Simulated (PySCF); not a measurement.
# A gas-phase reaction: CH5ClGe + Cl2 → CH4Cl2Ge + ClH

Wanted: the reaction energy for `[CH3][GeH2][Cl]` + `ClCl` → `[CH3][GeH]([Cl])[Cl]` + `Cl`.

Computed with PySCF 2.14.0; each step states its level. No surroundings beyond the atoms listed, unless a continuum is named. Atoms count from 0, parts from 1.

## (1) The system as given

Each species was relaxed by itself at PBE0-D3(BJ)/def2-SVPD.

## (2) Energies of the species: wB97M-D3(BJ)/def2-TZVPD

Job settings and geometry (Å):

```
{"job": {"kind": "react", "xc": "wB97M-D3(BJ)", "basis": "def2-TZVPD"}, "charge": 0, "multiplicity": 1}
-1 CH5ClGe charge 0 multiplicity 1
C      0.670970     0.171670    -0.846170
Ge    -0.630260    -0.015010     0.577280
Cl     0.397330     0.444500     2.452850
H      1.060960     1.197780    -0.865900
H      1.505740    -0.522960    -0.684760
H      0.204640    -0.051080    -1.816910
H     -1.152140    -1.449970     0.733740
H     -1.781920     0.994920     0.478470

-1 Cl2 charge 0 multiplicity 1
Cl     1.014480     0.017710    -0.011020
Cl    -1.014550    -0.015350     0.013310

+1 CH4Cl2Ge charge 0 multiplicity 1
C     -0.757330    -0.102440     0.785120
Ge     0.560220    -0.102280    -0.621040
Cl    -0.102660     1.225690    -2.200990
Cl     2.409630     0.714270     0.160110
H     -0.893430     0.922900     1.152340
H     -0.415550    -0.741360     1.610640
H     -1.713090    -0.479440     0.396880
H      0.907670    -1.438690    -1.280010

+1 ClH charge 0 multiplicity 1
Cl     0.644480     0.014180    -0.009890
H     -0.643290    -0.013080     0.010120
```

With the program's defaults for keys left out, this is: wB97M-D3(BJ)/def2-TZVPD reaction energy of separated species, gas phase.

Started as:

```sh
$ OMP_NUM_THREADS=1 python cluster_run.py task.json out
```

The driver reads the jobs from task.json and runs them one after another.

**Question.** The jobs that follow are: PBE0-D3(BJ)/def2-TZVPD reaction energy of separated species, gas phase. Predict: reaction energy (wB97M-D3(BJ)/def2-TZVPD); ΔH, ΔG at 298 K (xTB thermal terms). Thermal terms come from harmonic xTB runs on each species.

**Answer**, as computed:

| quantity | value |
| --- | --- |
| reaction energy (wB97M-D3(BJ)/def2-TZVPD) | -60.17 kcal/mol |
| ΔH, ΔG at 298 K (xTB thermal terms) | -60.5, -60.5 kcal/mol |
| range of the reaction energy over the runs of this table | -60.34 to -60.17 kcal/mol |

In words: The reaction is exothermic by 60.5 kcal/mol in the gas phase; dispersion gives -0.53, and xTB itself gave -44.20 for the electronic energy (xTB energies and thermal terms come from the earlier relaxation of each species, not shown). No barrier was sought. xTB and this level differ widely in the electronic energy, so what comes from xTB (the thermal terms above all) is less safe here. The reaction energy runs from -60.34 (PBE0-D3(BJ)/def2-TZVPD) to -60.17 kcal/mol (wB97M-D3(BJ)/def2-TZVPD).
